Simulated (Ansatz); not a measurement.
CH₅AlBNO, SMILES [CH3][Al]1[NH][B]1O, a single point in a Gaussian basis

Computed with Ansatz's Python interface.

`ch5albno.xyz`
```text
10

C    -1.74520   -1.38130   -0.12290
Al   -0.14470   -0.29550    0.24270
N     1.03310    0.58960    1.27870
B     1.47240    1.07400   -0.16020
O     2.18910    1.86570   -1.09740
H    -1.84740   -2.18950    0.55150
H    -2.65500   -0.68690    0.02050
H    -1.73300   -1.67820   -1.19080
H     1.81220   -0.08330    1.59100
H     1.70150    2.73420   -1.10990
```

Notebook, run cell by cell (the value of a cell's last expression is shown):

In [1]:
```python
from dataclasses import dataclass
from pathlib import Path

import ansatz as az
```

In [2]:
```python
@dataclass
class Options:
    basis: str = 'def2-TZVP'
    functional: str = 'b3lyp'
    dispersion: str = 'd3bj'


opts = Options()
```

In [3]:
```python
ch5albno = az.Crystal.molecule_from_extxyz('ch5albno.xyz')
```

In [4]:
```python
job = (
    ch5albno.calculation()
    .basis(gaussian=opts.basis)
    .functional(opts.functional, dispersion=opts.dispersion)
    .orbitals()
)
result = job.run(threads=1, pin='off', runs_dir='out')
report = result.report
```

In [5]:
```python
report['published_state_doubts']
```
Out [5]:
```text
[]
```

In [6]:
```python
print('reference energy %16.6f eV' % report['reference_energy_ev'])
print('total energy     %16.6f eV' % report['free_energy_ev'])
print('occupied orbitals outside the frozen core (up, down):', report['n_occupied'], ' frozen:', report['n_frozen'], ' virtual:', report['n_virtual'])
```
```text
reference energy    -11931.170103 eV
total energy        -11931.461049 eV
occupied orbitals outside the frozen core (up, down): [22, 22]  frozen: 0  virtual: [169, 169]
```

In [7]:
```python
field = report['mean_field']
print('<S^2> =', round(abs(field['state']['spin_squared']), 4), ' all-electron relativity setting:', field['relativity'])
print('passes:', field['passes'])
if 'symmetry' in field:
    print('occupied orbitals by irrep:', field['symmetry']['occupied'])
```
```text
<S^2> = 0.0  all-electron relativity setting: none
passes: {'evaluations': 17, 'products': 14}
occupied orbitals by irrep: [{'A': 22}, {'A': 22}]
```

In [8]:
```python
lines = Path(report['orbitals_path']).read_text().splitlines()
field_of = lambda key: [line.split('=')[1].strip() for line in lines if line.startswith(key)]
orbitals = [(27.211386 * float(e), s, float(n)) for e, s, n in zip(field_of('Ene='), field_of('Spin='), field_of('Occup='))]
homo = max(e for e, _, n in orbitals if n > 0.5)
lumo = min(e for e, _, n in orbitals if n < 0.5)
print(f'HOMO {homo:.3f} eV, LUMO {lumo:.3f} eV, gap {lumo - homo:.3f} eV')
```
```text
HOMO -4.355 eV, LUMO -1.482 eV, gap 2.873 eV
```

What to keep in mind:
- Total energies depend on the basis set; only differences at equal settings carry meaning.
- The geometry is a force-field or estimated start, not a minimum of this method, and the basis set is short of its limit.
- Total less reference energy is the dispersion correction.
- b3lyp holds the VWN-RPA fit, as in Gaussian; the form of ORCA and Turbomole is b3lyp5.
- Levels such as HOMO and LUMO are orbital energies: with these approximate functionals they aren't the ionisation energy and electron affinity, and their gap isn't the fundamental gap.
- Finished in 5.9 s on 1 thread of Arm Neoverse V2 (shared host), peak memory 0.42 GiB.
